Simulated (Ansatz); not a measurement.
**C2H6B2O: one species, many methods**

Aim: compute C2H6B2O with functionals from several rungs and with coupled cluster, and see how far each lands from CCSD(T) at the basis-set limit for the atomisation energy.

Method: functionals in def2-TZVPP, the program's frozen cores in correlated methods; program: Ansatz 0.2.0, Gaussian basis.

Plan: LDA (SPW92), PBE-D4, revPBE-D4, BLYP-D4, r2SCAN-D4, B97M-V, PBE0-D4, B3LYP-D4, r2SCANh-D4, r2SCAN0-D4, HSE06-D4, BHLYP-D4, CAM-B3LYP-D4, LC-ωPBE, ωB97X-V, ωB97M-V, B2PLYP, PBE-QIDH; CCSD(T)/def2-SVP; CCSD(T)/def2-TZVPP; MP2/def2-QZVPP; extrapolation to the limit; RPA on PBE.

## 1. The relaxed structure

All runs share one geometry, relaxed beforehand with PBE0-D4 in a triple-zeta def2 set.

11 atoms, charge 0, spin multiplicity 1.

Atoms are counted from 1 here; the program's logs count them from 0.

Bond lengths: B1–C2 1.451 Å, B1–B4 1.757 Å, B1–H6 1.304 Å, B1–H7 1.184 Å, C2–C3 1.515 Å, C2–B4 1.709 Å, C2–H8 1.085 Å, C3–B4 1.552 Å, C3–H9 1.085 Å, C3–H10 1.088 Å, B4–O5 1.372 Å, B4–H6 1.410 Å, O5–H11 0.959 Å. Angles: C2–B1–B4 63.6°, C2–B1–H6 105.8°, C2–B1–H7 140.0°, B4–B1–H6 52.3°, B4–B1–H7 141.9°, H6–B1–H7 114.0°, B1–C2–C3 112.2°, B1–C2–B4 67.0°, B1–C2–H8 124.5°, C3–C2–B4 57.2°, C3–C2–H8 120.9°, B4–C2–H8 132.3°, C2–C3–B4 67.7°, C2–C3–H9 115.7°, C2–C3–H10 115.6°, B4–C3–H9 121.7°, B4–C3–H10 117.0°, H9–C3–H10 112.2° and more.

As a file:

```mol
C2H6B2O
  3D, bonds by distance, orders not assigned

 11 13  0  0  0  0  0  0  0  0999 V2000
   -1.3212    0.5335    0.2911 B   0  0
   -0.3816   -0.3283    0.9836 C   0  0
    1.0557   -0.0176    0.6187 C   0  0
    0.1089    0.0530   -0.6089 B   0  0
    0.1170   -0.4474   -1.8864 O   0  0
   -0.6025    1.2661   -0.5142 H   0  0
   -2.4885    0.6908    0.1716 H   0  0
   -0.6449   -1.2659    1.4613 H   0  0
    1.4729    0.8773    1.0692 H   0  0
    1.7439   -0.8594    0.6633 H   0  0
    1.0056   -0.5590   -2.2286 H   0  0
  1  2  8  0
  1  4  8  0
  1  6  8  0
  1  7  8  0
  2  3  8  0
  2  4  8  0
  2  8  8  0
  3  4  8  0
  3  9  8  0
  3 10  8  0
  4  5  8  0
  4  6  8  0
  5 11  8  0
M  END
```

## 2. LDA

This LDA is Slater exchange with PW92 correlation.

Input file in.yaml:

```yaml
crystal:
  periodic: [false, false, false]
  atoms:
    - {symbol: B, position_ang: [-1.321154, 0.533510, 0.291057]}
    - {symbol: C, position_ang: [-0.381577, -0.328316, 0.983558]}
    - {symbol: C, position_ang: [1.055710, -0.017595, 0.618699]}
    - {symbol: B, position_ang: [0.108933, 0.052973, -0.608929]}
    - {symbol: O, position_ang: [0.116986, -0.447389, -1.886447]}
    - {symbol: H, position_ang: [-0.602483, 1.266114, -0.514171]}
    - {symbol: H, position_ang: [-2.488488, 0.690769, 0.171576]}
    - {symbol: H, position_ang: [-0.644938, -1.265882, 1.461281]}
    - {symbol: H, position_ang: [1.472882, 0.877338, 1.069199]}
    - {symbol: H, position_ang: [1.743902, -0.859448, 0.663328]}
    - {symbol: H, position_ang: [1.005629, -0.558974, -2.228552]}
basis:
  gaussian: {orbitals: def2-TZVPP}
hamiltonian: {xc: lda}
output: {orbitals: {seedname: orbitals}}
```

Launch:

```console
$ ansatz run in.yaml --threads 2 --pin off --events-out ev --progress --plain --max-ram 4352MiB
```

After this run come: PBE-D4 (GGA); revPBE-D4 (GGA); BLYP-D4 (GGA); r2SCAN-D4 (meta-GGA); B97M-V (meta-GGA); PBE0-D4 (hybrid); B3LYP-D4 (hybrid); r2SCANh-D4 (hybrid); r2SCAN0-D4 (hybrid); HSE06-D4 (hybrid); BHLYP-D4 (hybrid); CAM-B3LYP-D4 (range-separated); LC-ωPBE (range-separated); ωB97X-V (range-separated); ωB97M-V (range-separated); B2PLYP (double hybrid); PBE-QIDH (double hybrid); CCSD(T) in def2-SVP; CCSD(T) in def2-TZVPP; MP2 in def2-QZVPP; RPA on PBE orbitals.

Before running them: what should the planned runs give, taken together? Wanted: atomisation energy, CCSD(T)/CBS; farthest beyond LDA; mean size of error, GGA; mean size of error, meta-GGA; mean size of error, hybrid; mean size of error, range-separated; mean size of error, double hybrid; gap, smallest and largest; T1 diagnostic.

As calculated:

| quantity | value |
| --- | --- |
| atomisation energy, CCSD(T)/CBS | 1058.6 kcal/mol |
| functionals within 5.3 kcal/mol (0.5 %) | BLYP-D4, B3LYP-D4, r2SCAN0-D4, B2PLYP |
| farthest beyond LDA | PBE-D4 (+35.8 kcal/mol) |
| mean size of error, GGA | 15.0 kcal/mol |
| mean size of error, meta-GGA | 15.4 kcal/mol |
| mean size of error, hybrid | 13.0 kcal/mol |
| mean size of error, range-separated | 9.6 kcal/mol |
| mean size of error, double hybrid | 6.1 kcal/mol |
| gap, smallest and largest | 4.48 eV (LDA (SPW92)), 11.44 eV (LC-ωPBE) |
| T1 diagnostic | 0.0121 |
| triples share of the correlation energy | 4.2 % |

LDA overbinds by 167.6 kcal/mol (16 %). PBE-D4 is off by +35.8 kcal/mol. Double hybrids carry the basis error of their MP2 part in triple zeta, and no dispersion term here, so their miss is partly the set-up's. By mean error the best rung here is double hybrid (6.1 kcal/mol) and the worst beyond LDA is meta-GGA (15.4 kcal/mol). Misses under about 5.3 kcal/mol are within the doubt on the reference itself, which lacks core-valence correlation, relativity and higher excitations. Hartree-Fock recovers 75 % of the binding; the rest is correlation. CCSD(T) in def2-SVP is off by -39.1 kcal/mol, so the small basis spoils what the method gains. Orbital gaps span 4.5 to 11.4 eV; exact exchange widens them.
